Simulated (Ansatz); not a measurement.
What does this script print? It uses Ansatz's Python interface.

`drho.py`
```python
"""Density of BaReO3 less that of its sublattices."""

import logging
import sys

import ansatz as az
import numpy as np

logging.basicConfig(stream=sys.stdout, format="%(levelname)s %(message)s")
logger = logging.getLogger("calc")
logger.setLevel(logging.INFO)

vectors0 = np.array([
    [4.064732, 0.0, 0.0],
    [0.0, 4.064732, 0.0],
    [0.0, 0.0, 4.064732],
])
sites = [
    ("Ba", (0.0, 0.0, 0.0)),
    ("Re", (0.5, 0.5, 0.5)),
    ("O", (0.5, 0.5, 0.0)),
    ("O", (0.5, 0.0, 0.5)),
    ("O", (0.0, 0.5, 0.5)),
]


def build(cell):
    crystal = az.Crystal(lattice=az.Lattice.of(cell))
    for symbol, position in sites:
        crystal = crystal.atom(symbol, position)
    return crystal


def main() -> None:
    # same cell, cutoff and mesh for the crystal and its parts
    def solve(crystal):
        return (
            crystal.calculation()
            .functional(az.Functional.PBESOL)
            .occupations(az.OccupationsMethod.FERMI_DIRAC, width=0.05)
            .scf(tolerance=1e-10)
            .basis(460, grid_basis="typed")
            .kpoints(6, 6, 6)
            .density()
            .run(threads=1)
        )


    whole = solve(build(vectors0))
    difference = whole.density().channels[0].density_e_per_ang3.copy()
    binding = whole.report["free_energy_ev"]
    for element in ["Ba", "Re", "O"]:
        part = az.Crystal(lattice=az.Lattice.of(vectors0))
        for symbol, position in sites:
            if symbol == element:
                part = part.atom(symbol, position)
        alone = solve(part)
        difference -= alone.density().channels[0].density_e_per_ang3
        binding -= alone.report["free_energy_ev"]
        logger.info(f"{element} sublattice: {alone.report['n_electrons']:g} electrons, {alone.report['n_iterations']} iterations")

    voxel = abs(np.linalg.det(vectors0)) / difference.size
    logger.info(f"energy of the crystal less its unpolarised sublattices: {binding / len(sites):.4f} eV/atom")
    logger.info(f"net charge of the difference {difference.sum() * voxel:.5f} e, charge rearranged {0.5 * np.abs(difference).sum() * voxel:.3f} e")
    logger.info(f"extremes {difference.min():.4f} and {difference.max():.4f} e/A^3")
    for (symbol, position) in sites:
        index = tuple(int(round(p * n)) % n for p, n in zip(position, difference.shape))
        logger.info(f"  change of the pseudo-density at the grid point nearest {symbol}: {difference[index]:+.4f} e/A^3")


if __name__ == "__main__":
    main()
```

Running `python drho.py` prints:
```text
INFO Ba sublattice: 10 electrons, 8 iterations
INFO Re sublattice: 15 electrons, 8 iterations
INFO O sublattice: 18 electrons, 8 iterations
INFO energy of the crystal less its unpolarised sublattices: -6.5270 eV/atom
INFO net charge of the difference 0.00000 e, charge rearranged 1.163 e
INFO extremes -0.4512 and 0.2454 e/A^3
INFO   change of the pseudo-density at the grid point nearest Ba: -0.0101 e/A^3
INFO   change of the pseudo-density at the grid point nearest Re: -0.2240 e/A^3
INFO   change of the pseudo-density at the grid point nearest O: -0.0358 e/A^3
INFO   change of the pseudo-density at the grid point nearest O: -0.0358 e/A^3
INFO   change of the pseudo-density at the grid point nearest O: -0.0358 e/A^3
```

Caveats:
- The cell holds an odd number of electrons and is run without spin, so a magnetic state may lie lower.
- For a metal this k-point mesh is coarse: on a finer one energies can move by several to tens of meV an atom and pressures by half a GPa or more, differences at one mesh by less.
- Spin-orbit coupling, which matters for elements this heavy, is left out.
- Grid values close to the nuclei reflect the PAW or pseudopotential construction, not the all-electron fields.
- The structure comes from a database of computed cells and needn't be a stable or known phase.
- Charge moved counts every rearrangement, bonding and polarisation too, and is no transfer between atoms; the bare sublattices are artificial references. Values near the nuclei depend on the potentials.
- Timing: 11 s on 1 thread of Arm Neoverse N1, on a shared host, peak memory 0.41 GiB.
